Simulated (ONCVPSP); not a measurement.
# An ONCV potential for Ir, from input to tests

Task: generate the file, and judge it by its errors in other configurations, its logarithmic derivatives, its ghosts and its cutoff.

Program: ONCVPSP 4.0.1.1 (patched build). Reference atom: LDA (Perdew-Wang 92), scalar-relativistic, spherical and spin-unpolarised. All values are calculated.

## (1) The atom and the settings

The settings as typed:

| Quantity | Value |
| --- | --- |
| element | iridium (Ir, Z = 77) |
| type | optimised norm-conserving Vanderbilt (ONCV) |
| frozen core | [Kr] 4d10 |
| valence charge | 31 |
| reference configuration | 4f14 5s2 5p6 5d7 6s2 |
| partial waves | 5s+6s: rc 1.35 bohr, ncon 3, nbas 6, qcut 7.5 1/bohr, 2 projectors; 5p: rc 1.75 bohr, ncon 4, nbas 9, qcut 8.7 1/bohr, 3 projectors, debl 0.4 Ha; 5d: rc 1.90 bohr, ncon 4, nbas 9, qcut 9.6 1/bohr, 2 projectors, debl 1 Ha; 4f: rc 0.60 bohr, ncon 4, nbas 8, qcut 25.9 1/bohr, 2 projectors, debl 1.2 Ha |
| local potential | polynomial inside 0.50 bohr (lpopt 5, dvloc0 -1 Ha) |
| core correction | Teter function, fcfact 2, rcfact 1.25 |

The nodes and maxima of the atom's own shells, from an earlier all-electron run, set the scale for the radii.

All-electron outer shells of the reference configuration (LDA (PZ), scalar-relativistic, ld1.x):

| shell | level (eV) | outermost node (bohr) | outermost maximum (bohr) |
| --- | --- | --- | --- |
| 4d | -290.88 | 0.21 | 0.42 |
| 5s | -98.30 | 0.50 | 0.89 |
| 4f | -62.55 | – | 0.39 |
| 5p | -54.92 | 0.54 | 1.01 |
| 5d | -7.36 | 0.59 | 1.31 |
| 6s | -6.59 | 1.17 | 2.38 |
| 6p | -1.35 | 1.39 | 3.43 |

## (2) The generation run

The input, Ir.dat:

```
# ATOM AND REFERENCE CONFIGURATION
# atsym  z   nc   nv     iexc    psfile
  Ir 77.00    9    5  -001012      upf
#
#   n    l    f
    1    0    2.00
    2    0    2.00
    2    1    6.00
    3    0    2.00
    3    1    6.00
    3    2   10.00
    4    0    2.00
    4    1    6.00
    4    2   10.00
    4    3   14.00
    5    0    2.00
    5    1    6.00
    5    2    7.00
    6    0    2.00
#
# PSEUDOPOTENTIAL AND OPTIMIZATION
# lmax
    3
#
#   l,   rc,      ep,       ncon, nbas, qcut
    0    1.35    0.00    3    6    7.50
    1    1.75    0.00    4    9    8.70
    2    1.90    0.00    4    9    9.60
    3    0.60    0.00    4    8   25.90
#
# LOCAL POTENTIAL
# lloc, lpopt,  rc(5),   dvloc0
    4    5    0.50   -1.00
#
# VANDERBILT-KLEINMAN-BYLANDER PROJECTORs
# l, nproj, debl
    0    2    0.60
    1    3    0.40
    2    2    1.00
    3    2    1.20
#
# MODEL CORE CHARGE
# icmod, fcfact, rcfact
    3    2.00    1.25
#
# LOG DERIVATIVE ANALYSIS
# epsh1, epsh2, depsh
   -5.00    5.00    0.04
#
# OUTPUT GRID
# rlmax, drl
    6.00    0.01
#
# TEST CONFIGURATIONS
# ncnf
    4
# nvcnf
#   n    l    f
    5
    4    3   14.00
    5    0    2.00
    5    1    6.00
    5    2    7.00
    6    0    1.00
#
    5
    4    3   14.00
    5    0    2.00
    5    1    6.00
    5    2    7.00
    6    0    0.00
#
    5
    4    3   14.00
    5    0    2.00
    5    1    6.00
    5    2    6.00
    6    0    0.00
#
    5
    4    3   14.00
    5    0    2.00
    5    1    6.00
    5    2    7.00
    6    0    1.50
#
```

Run with:

```
$ oncvpsp.x < Ir.dat > Ir.out
```

Q: Predict the outcome of this session. Wanted: cutoffs for 1 and 0.1 mHa per electron, occupied waves; bound ghosts; GHOST(+) flags; largest test error; largest phase difference near zero energy, channels read; rms error of d²Exc/dn², without and with the model core; projector energies reset by the program.

As calculated:

```
                                                quantity                                              value
  cutoffs for 1 and 0.1 mHa per electron, occupied waves                                  315 Ha and 525 Ha
                                            bound ghosts  s at -1421.15 eV, p at -467.71 eV, d at -41.03 eV
                                          GHOST(+) flags                                        s at 156 eV
                            largest test error (AE − PS)                  -16 meV, for 4f14 5s2 5p6 5d6 6s0
largest phase difference near zero energy, channels read                                          0.000 rad
 rms error of d²Exc/dn², without and with the model core                                  5.94 and 4.24 mHa
                 projector energies reset by the program    p: -2.018, 0.250, 0.650 Ha; f: -2.298, 0.250 Ha
```

**Reading.** A bound ghost (s, p, d) makes it unfit for use: electrons can fall into a state that the atom doesn't have. Close by lies the frozen 4p level (-496.2 eV). By total energies transferability is good: the largest error is 16 meV on 58.9 eV, for 4f14 5s2 5p6 5d6 6s0. Atomic tests can pass in spite of a ghost, since they solve only for the levels asked. The potential is very hard: the looser tolerance needs 315 Ha. At the looser tolerance the 4f wave is the slowest; 5s needs 24 Ha. Near zero energy the phases of the channels with partial waves agree within 0.001 rad. The pseudo curves have a pole with no partner nearby in the atom's: d at -1.49 Ha. The program also flags highly localised states, GHOST(+) (s). These are tests on the free atom; a crystal test is still owed.
